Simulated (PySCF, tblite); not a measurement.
**C2H7Al2Cl3: geometry, infrared bands and NMR shifts**

Wanted: the infrared bands and NMR shifts of C2H7Al2Cl3 (`[CH3][Al@H-]1[Cl+][Al@@-]([CH3])([Cl])[Cl+]1`), by calculation.

Computed with tblite 0.8.0 and PySCF 2.14.0, with density-fitted response routines of our own, on a single molecule in the gas phase. Atoms are numbered from 0 throughout.

## (1) Starting geometry

14 atoms, charge 0, multiplicity 1; geometry from: force field or distance geometry start.

Bonds of the start (Å): C0–Al1 1.99, Al1–Cl2 2.22, Cl2–Al3 2.24, Al3–C4 1.99, Al3–Cl5 2.16, Al3–Cl6 2.22, Cl6–Al1 2.22, C0–H7 1.12, C0–H8 1.10, C0–H9 1.11, Al1–H10 1.61, C4–H11 1.12, C4–H12 1.10, C4–H13 1.11.

## (2) Relaxing the molecule with GFN2-xTB

Job settings and geometry (Å):

```
{"job": {"kind": "relax", "xc": "GFN2-xTB", "basis": "xTB"}, "charge": 0, "multiplicity": 1}
C      3.027700    -0.349400    -0.039900
Al     1.042100    -0.346500    -0.036300
Cl     0.169100     1.097700     1.410600
Al    -1.492000     1.243200    -0.083900
C     -2.592200    -0.413800     0.053600
Cl    -2.543900     3.130600    -0.180800
Cl     0.083100     0.885700    -1.609500
H      3.363600    -0.120100     0.999100
H      3.466100     0.308500    -0.798100
H      3.354900    -1.392700    -0.240700
H      0.347000    -1.771900     0.212800
H     -1.893500    -1.220800     0.384100
H     -3.355700    -0.314900     0.842500
H     -2.976800    -0.736000    -0.935500
```

The run is started by

```sh
OMP_NUM_THREADS=1 python probes_run.py task.json out
```

This one command runs all jobs of the session in turn.

The runs that follow: Vibrational analysis with GFN2-xTB; Shielding tensors: PBE0/pcSseg-1.

**Question.** After this job, these run on its result: GFN2-xTB harmonic vibrations, gas phase; GIAO PBE0/pcSseg-1 NMR shielding, non-relativistic, gas phase. Predict these results of the whole session: strongest infrared band; zero-point energy (GFN2-xTB); 13C shifts against TMS (PBE0/pcSseg-1); 1H shifts against TMS (PBE0/pcSseg-1); 27Al shifts against AlH4- (PBE0/pcSseg-1); 35Cl shifts against HCl (PBE0/pcSseg-1).

**Answer**, as computed:

| quantity | value |
| --- | --- |
| strongest infrared band | 626 cm⁻¹, 360 km/mol |
| zero-point energy (GFN2-xTB) | 50.6 kcal/mol |
| 13C shifts against TMS (PBE0/pcSseg-1) | -3.3, -7.0 ppm |
| 1H shifts against TMS (PBE0/pcSseg-1) | 4.51, 0.01, 0.00 ppm |
| 27Al shifts against AlH4- (PBE0/pcSseg-1) | 82.9, 64.9 ppm |
| 35Cl shifts against HCl (PBE0/pcSseg-1) | 76, 19 ppm |

What this shows: Over 82 steps the energy fell by 0.528 eV; of the bonds of the start, Al3–Cl5 changed most, 2.163 to 2.031 Å. No mode is imaginary among the 36: a minimum at this level. The strongest single mode, at 626 cm⁻¹, moves mainly H10, H7 and H13. Unscaled tight-binding wavenumbers are off by several per cent, some by more. Its intensities can rank the bands wrongly. At PBE0/pcSseg-1: The largest span, 196 ppm, is at Al3, where the paramagnetic term is -372 ppm.
